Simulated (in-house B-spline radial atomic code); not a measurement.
# Nb⁴⁺: binding energies from hole states

How tightly is each shell of Nb⁴⁺ bound, and how much do the other electrons relax when one leaves?

Method: Dirac-Hartree-Fock, average of configuration, Fermi nucleus, basis-set limit. Code: in-house B-spline radial atomic code version 1.

**1. What is computed**

* element: niobium (Z = 41)
* charge: +4
* electrons: 37
* configuration: [Kr] 4d1
* Hamiltonian: Dirac-Coulomb
* nucleus: Fermi, rms radius 4.324 fm

The outer shells:

[Kr] 4d1
```
[Kr] core
4d [↑ ][  ][  ][  ][  ]
```

The boxes draw the filling by Hund's rule, which heavy ions in jj coupling don't follow; these runs average over all states of the configuration.

Input settings:

```ini
Z = 41
electrons = 37.0
configuration = [Kr] 4d1
hamiltonian = dirac
method = hf
spin_polarised = False
nucleus = fermi
rms_radius = 4.324
mass_number = 93
atomic_mass = 92.90637317
speed_of_light = 137.035999084
```

The reference is known from an earlier run: -3815.316867 hartree in all. Up to eight levels, counted from the top:

```csv
orbital,occupation,energy (eV),<r> (bohr)
3p3/2,4,-431.02,0.4462
3d3/2,4,-272.80,0.4294
3d5/2,6,-269.82,0.4328
4s1/2,2,-117.91,1.143
4p1/2,2,-89.073,1.240
4p3/2,4,-86.687,1.264
4d3/2,0.4,-49.917,1.609
4d5/2,0.6,-49.691,1.619
```

**2. The 1s hole**

Input settings:

```ini
Z = 41
electrons = 36.0
configuration = 1s1 2s2 2p6 3s2 3p6 3d10 4s2 4p6 4d1
hamiltonian = dirac
method = hf
spin_polarised = False
nucleus = fermi
rms_radius = 4.324
mass_number = 93
atomic_mass = 92.90637317
speed_of_light = 137.035999084
```

**3. The 2s hole**

Changes to the settings of step 2:

```diff
@@ -2,3 +2,3 @@
 electrons = 36.0
-configuration = 1s1 2s2 2p6 3s2 3p6 3d10 4s2 4p6 4d1
+configuration = 1s2 2s1 2p6 3s2 3p6 3d10 4s2 4p6 4d1
 hamiltonian = dirac
```

**4. The 2p1/2 hole**

In configurations, a minus sign after the shell means j = l − 1/2 and a plus sign j = l + 1/2; the count of electrons follows.

Changes to the settings of step 3:

```diff
@@ -2,3 +2,3 @@
 electrons = 36.0
-configuration = 1s2 2s1 2p6 3s2 3p6 3d10 4s2 4p6 4d1
+configuration = 1s2 2s2 2p-1 2p+4 3s2 3p6 3d10 4s2 4p6 4d1
 hamiltonian = dirac
```

**5. The 2p3/2 hole**

Changes to the settings of step 4:

```diff
@@ -2,3 +2,3 @@
 electrons = 36.0
-configuration = 1s2 2s2 2p-1 2p+4 3s2 3p6 3d10 4s2 4p6 4d1
+configuration = 1s2 2s2 2p-2 2p+3 3s2 3p6 3d10 4s2 4p6 4d1
 hamiltonian = dirac
```

**6. The 3s hole**

Changes to the settings of step 5:

```diff
@@ -2,3 +2,3 @@
 electrons = 36.0
-configuration = 1s2 2s2 2p-2 2p+3 3s2 3p6 3d10 4s2 4p6 4d1
+configuration = 1s2 2s2 2p6 3s1 3p6 3d10 4s2 4p6 4d1
 hamiltonian = dirac
```

**7. The 3p1/2 hole**

Changes to the settings of step 6:

```diff
@@ -2,3 +2,3 @@
 electrons = 36.0
-configuration = 1s2 2s2 2p6 3s1 3p6 3d10 4s2 4p6 4d1
+configuration = 1s2 2s2 2p6 3s2 3p-1 3p+4 3d10 4s2 4p6 4d1
 hamiltonian = dirac
```

**8. The 3p3/2 hole**

Changes to the settings of step 7:

```diff
@@ -2,3 +2,3 @@
 electrons = 36.0
-configuration = 1s2 2s2 2p6 3s2 3p-1 3p+4 3d10 4s2 4p6 4d1
+configuration = 1s2 2s2 2p6 3s2 3p-2 3p+3 3d10 4s2 4p6 4d1
 hamiltonian = dirac
```

Q: What does each hole state cost in eV, and how does that compare with the orbital energies or single holes?

As calculated:

| hole | ΔSCF (eV) | with Breit, QED, recoil (eV) | −ε of the parent (eV) | −ε less ΔSCF (eV) |
| --- | --- | --- | --- | --- |
| 1s | 19093.0 | 19042.7 | 19147.5 | 54.50 |
| 2s | 2766.17 | 2761.44 | 2792.61 | 26.45 |
| 2p1/2 | 2528.32 | 2523.73 | 2557.61 | 29.29 |
| 2p3/2 | 2432.62 | 2429.46 | 2461.20 | 28.59 |
| 3s | 529.27 | 528.59 | 537.23 | 7.96 |
| 3p1/2 | 439.09 | 438.51 | 447.26 | 8.17 |
| 3p3/2 | 423.12 | 422.78 | 431.02 | 7.90 |

**Reading.** Koopmans' values overshoot, as they freeze the orbitals; relaxation lowers the cost by 54.5 eV for 1s and 7.90 eV for 3p3/2. The difference of the 1s and 2p3/2 holes gives a Kα1 line at 16613.2 eV for this charge state (with Breit, QED and recoil). The spin-orbit splitting of the 2p hole is 94.28 eV with those corrections. Values are for the free ion, measured from the vacuum level.
